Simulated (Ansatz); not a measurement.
Crystal: InSb3.

```
Sb In
1.0
     0.00000    3.79455    3.79455
     3.79455    0.00000    3.79455
     3.79455    3.79455    0.00000
Sb In
3 1
Direct
  0.50000 0.50000 0.50000
  0.75000 0.75000 0.75000
  0.25000 0.25000 0.25000
  0.00000 0.00000 0.00000
```

The cell comes from a database or a generator and needn't be the stable form of this composition.

Base run:

| Item | Value |
| --- | --- |
| Program | Ansatz 0.2.0 |
| Functional | PBE |
| Potentials or basis | Ansatz PAW |
| Cutoff | 420 eV |
| Density cutoff | 1680 eV |
| k mesh | 6 × 6 × 6 |
| Occupations | fermi-dirac, width 0.05 eV |
| Spin | no spin polarisation |

Its results: band gap on the k mesh none (metal or under the smearing width); pressure -0.2 GPa.

**Question.** After a change of settings the same cell gave: band gap on the k mesh none (metal or under the smearing width); pressure -3.0 GPa. Which change was it?
A. functional from PBE to LDA
B. functional from PBE to PBEsol; spin from no spin polarisation to spin-orbit coupling, no magnetisation; potential files from those of the base run to others of the same set
C. functional from PBE to r2SCAN; cutoff from 420 eV to 500 eV; density cutoff from 1680 eV to 2000 eV

**Answer.** B.

Caveats: the PAW data sets come from PBE, with cores solved anew for the run's functional, which leaves a small shift of forces and pressure (some runs).

Not every run made on this cell is shown here.
